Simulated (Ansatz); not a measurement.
# YB6 (Pm-3m): all-electron equation of state

Where is the equilibrium volume of YB6 (Pm-3m) with all electrons, and how stiff is it? The task is an all-electron equation of state, for YB6 (Pm-3m).

The COD entry's cell or inner coordinates are ideal or old and differ from later refinements, so a difference from it is no clean test against experiment.

Program: Ansatz 0.2.0, driven from Python. Level of theory: DFT PBEsol, all-electron LAPW. These are calculated values, not measurements.

## (1) The system

Symmetry: Pm-3m, No. 221, cubic system. The conventional cell has a = 4.113 Å, b = 4.113 Å, c = 4.113 Å, α = 90.00°, β = 90.00°, γ = 90.00°. Y (site symmetry m-3m) is surrounded by 24 B at 3.03 Å. Around B (site symmetry 4mm) lie 5 B at 1.70 Å.

The script holds or builds the structure itself.

## (2) The code

yb6_eos_lapw.py reads:

```python
# -*- coding: utf-8 -*-
'''All-electron equation of state of YB6.'''

from dataclasses import dataclass
import warnings

import ansatz as az
from ase.eos import EquationOfState
from ase.units import GPa
import numpy as np


@dataclass
class Settings:
    functional: str = 'PBEsol'
    smearing_width: float = 0.1
    mesh: tuple[int, ...] = (7, 7, 7)


opts = Settings()

VECTORS = np.array([
    [4.113, 0.0, 0.0],
    [0.0, 4.113, 0.0],
    [0.0, 0.0, 4.113],
])
SITES = [
    ('Y', (0.0, 0.0, 0.0)),
    ('B', (0.207, 0.5, 0.5)),
    ('B', (0.5, 0.207, 0.5)),
    ('B', (0.793, 0.5, 0.5)),
    ('B', (0.5, 0.793, 0.5)),
    ('B', (0.5, 0.5, 0.207)),
    ('B', (0.5, 0.5, 0.793)),
]


def on_lattice(cell):
    crystal = az.Crystal(lattice=az.Lattice.of(cell))
    for symbol, position in SITES:
        crystal = crystal.atom(symbol, position)
    return crystal


def main():
    warnings.simplefilter('ignore', az.DeckWarning)

    volumes, energies = [], []
    for scale in np.linspace(0.94, 1.06, 7):
        cell = VECTORS * scale ** (1 / 3)
        setup = on_lattice(cell).calculation()
        setup = setup.functional(opts.functional)
        setup = setup.occupations(az.OccupationsMethod.COLD, width=opts.smearing_width)
        setup = setup.kpoints(*opts.mesh)
        setup = setup.pseudopotentials('all_electron', lapw=True)
        r = setup.run(threads=1).report
        volumes.append(abs(np.linalg.det(cell)) / len(SITES))
        energies.append(r['free_energy_ev'] / len(SITES))
        print(f'{scale:.3f} {volumes[-1]:9.4f} A^3/atom {energies[-1]:16.5f} eV/atom  (estimated basis error {1000 * r["lapw_basis_errors"]["total_ev_per_atom"]:.2f} meV/atom)')
    v0, e0, bulk = EquationOfState(volumes, energies, eos='birchmurnaghan').fit()
    print(f'V0 = {v0:.4f} A^3/atom, B0 = {bulk / GPa:.1f} GPa')


if __name__ == '__main__':
    main()
```

## (3) The run

Launch:

```bash
python yb6_eos_lapw.py
```

**Question.** Where does the minimum lie against the volume typed, and how stiff is the crystal?

**Answer**, as computed:

| quantity | value |
| --- | --- |
| runs compared | 7 |
| range of energy | 24.78 meV/atom |
| lowest point, volume (Å³/atom) | 9.741 |
| equilibrium volume (fit) | 9.83 Å³/atom |
| bulk modulus (fit) | 176 GPa |

**Reading.** A third-order Birch-Murnaghan fit through the 7 points has its minimum at 9.83 Å³ an atom, 1.1 % below the typed cell, with a bulk modulus of 176 GPa and dB/dP = 3.5. From that minimum the energy rises by 14.2 meV an atom on the compressed side and 25.2 meV on the expanded side. Caveats:
- All-electron totals depend on functional, relativistic treatment and basis; only differences at equal settings carry meaning.
- Shape and fractional positions are held along the curve, so the bulk modulus is an upper value where they are free to relax.
- For a metal this k-point mesh is coarse: on a finer one energies can move by several to tens of meV an atom and pressures by half a GPa or more, differences at one mesh by less.
- Of the deposited cell: the entry's cell lengths or inner coordinates differ somewhat from later room-temperature determinations.
